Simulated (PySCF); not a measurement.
Molecule: SZnBrH, in a box.

```
S Zn Br H
1.0
    11.00000    0.00000    0.00000
     0.00000   14.00000    0.00000
     0.00000    0.00000   11.00000
S Zn Br H
1 1 1 1
Direct
  0.42760 0.60156 0.41739
  0.50087 0.47532 0.50250
  0.57477 0.34313 0.58879
  0.49842 0.65987 0.48395
```

Base run:

* Program: PySCF 2.14.0
* Functional: M06
* Potentials or basis: def2-svp (all-electron)
* k mesh: 1 × 1 × 1
* Occupations: fixed
* Spin: no spin polarisation

Its results: gap between the frontier levels 5.90 eV.

**Question.** After a change of settings the same cell gave: gap between the frontier levels 8.49 eV. Which change was it?
A. functional from M06 to SVWN5
B. functional from M06 to CAM-B3LYP; dispersion from none to D3
C. functional from M06 to PBE0; dispersion from none to D3(BJM)

**Answer.** B.

Caveats: this is a molecule in a periodic box at the Γ point, so its band gap is the HOMO-LUMO gap; relativity is left out, which matters for the heavier elements; the basis of atomic orbitals isn't converged, which shifts pressures, moduli and gaps.

Runs at the PBE level aren't shown here.
